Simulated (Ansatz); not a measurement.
# H₇NSeSi₂: up Jacob's ladder to CCSD(T)

The task here is to estimate one member of a computed series from the others.

The runs use Ansatz 0.2.0, Gaussian basis; functionals in def2-TZVPP, the program's frozen cores in correlated methods.

Levels to be run: PBE-D4, r2SCAN-D4, PBE0-D4, B3LYP-D4, ωB97X-V, ωB97M-V, B2PLYP; CCSD(T)/def2-TZVPP; MP2/def2-QZVPP; extrapolation to the limit.

## The relaxed structure

The geometry comes from an earlier relaxation with PBE0-D4 in a triple-zeta def2 set; it is a stationary point, not always the lowest conformer.

SMILES `N[SiH2][Se][SiH3]`, 11 atoms, charge 0, spin multiplicity 1.

Atoms are counted from 1 here; the program's logs count them from 0.

Bond lengths: N1–Si2 1.710 Å, N1–H5 1.008 Å, N1–H6 1.008 Å, Si2–Se3 2.298 Å, Si2–H7 1.483 Å, Si2–H8 1.481 Å, Se3–Si4 2.271 Å, Si4–H9 1.483 Å, Si4–H10 1.485 Å, Si4–H11 1.488 Å. Angles: Si2–N1–H5 119.2°, Si2–N1–H6 119.7°, H5–N1–H6 110.6°, N1–Si2–Se3 117.4°, N1–Si2–H7 106.8°, N1–Si2–H8 108.9°, Se3–Si2–H7 107.8°, Se3–Si2–H8 103.5°, H7–Si2–H8 112.7°, Si2–Se3–Si4 93.9°, Se3–Si4–H9 107.7°, Se3–Si4–H10 111.4°, Se3–Si4–H11 110.4°, H9–Si4–H10 109.7°, H9–Si4–H11 109.3°, H10–Si4–H11 108.3°.

The first run:

The input, in.yaml:

```yaml
crystal:
  periodic: [false, false, false]
  atoms:
    - {symbol: N, position_ang: [-0.482718, 1.985977, -0.193302]}
    - {symbol: Si, position_ang: [-0.556669, 0.569400, -1.148406]}
    - {symbol: Se, position_ang: [1.250911, -0.847662, -1.082460]}
    - {symbol: Si, position_ang: [0.743278, -1.651555, 0.979870]}
    - {symbol: H, position_ang: [-0.652010, 1.919692, 0.798142]}
    - {symbol: H, position_ang: [0.218118, 2.684064, -0.388307]}
    - {symbol: H, position_ang: [-1.746039, -0.191391, -0.693590]}
    - {symbol: H, position_ang: [-0.638527, 0.957561, -2.575438]}
    - {symbol: H, position_ang: [1.945943, -2.345396, 1.501815]}
    - {symbol: H, position_ang: [-0.397848, -2.600420, 0.924718]}
    - {symbol: H, position_ang: [0.381163, -0.537369, 1.897459]}
basis:
  gaussian: {orbitals: def2-TZVPP}
hamiltonian: {xc: pbe, dispersion: d4}
output: {forces: true, orbitals: {seedname: orbitals}}
```

Command:

```sh
ansatz run in.yaml --threads 4 --pin off --events-out ev --progress --plain --max-ram 10444MiB
```

Steps of the session up to this table: PBE-D4 (GGA); r2SCAN-D4 (meta-GGA); PBE0-D4 (hybrid); B3LYP-D4 (hybrid); ωB97X-V (range-separated); ωB97M-V (range-separated); B2PLYP (double hybrid); CCSD(T) in def2-TZVPP; MP2 in def2-QZVPP.

One table of the session follows, with a row left open; its other results are not shown here.

It belongs to the step «Atomisation energies». 

| method | atomisation energy (kcal/mol) |
| --- | --- |
| PBE-D4 | 810.2 |
| r2SCAN-D4 | 810.0 |
| PBE0-D4 | 803.4 |
| B3LYP-D4 | 811.9 |
| ωB97X-V | 818.7 |
| ωB97M-V | 812.6 |
| B2PLYP | 799.3 |
| HF/def2-TZVPP | 586.8 |
| MP2/def2-TZVPP | ? |
| CCSD/def2-TZVPP | 778.9 |
| CCSD(T)/def2-TZVPP | 788.9 |
| MP2/CBS | 816.1 |
| CCSD(T)/CBS | 815.7 |

Q: Estimate the row for MP2/def2-TZVPP from the others.

The run gave: atomisation energy (kcal/mol): 789.3. In the column «atomisation energy (kcal/mol)» it lies between CCSD(T)/def2-TZVPP (788.9) and B2PLYP (799.3).

Caveats from the session: Free atoms (1 N, 2 Si, 1 Se, 7 H) were run apart at each level; the atomisation energy is their sum less the molecule, without zero-point or spin-orbit terms.
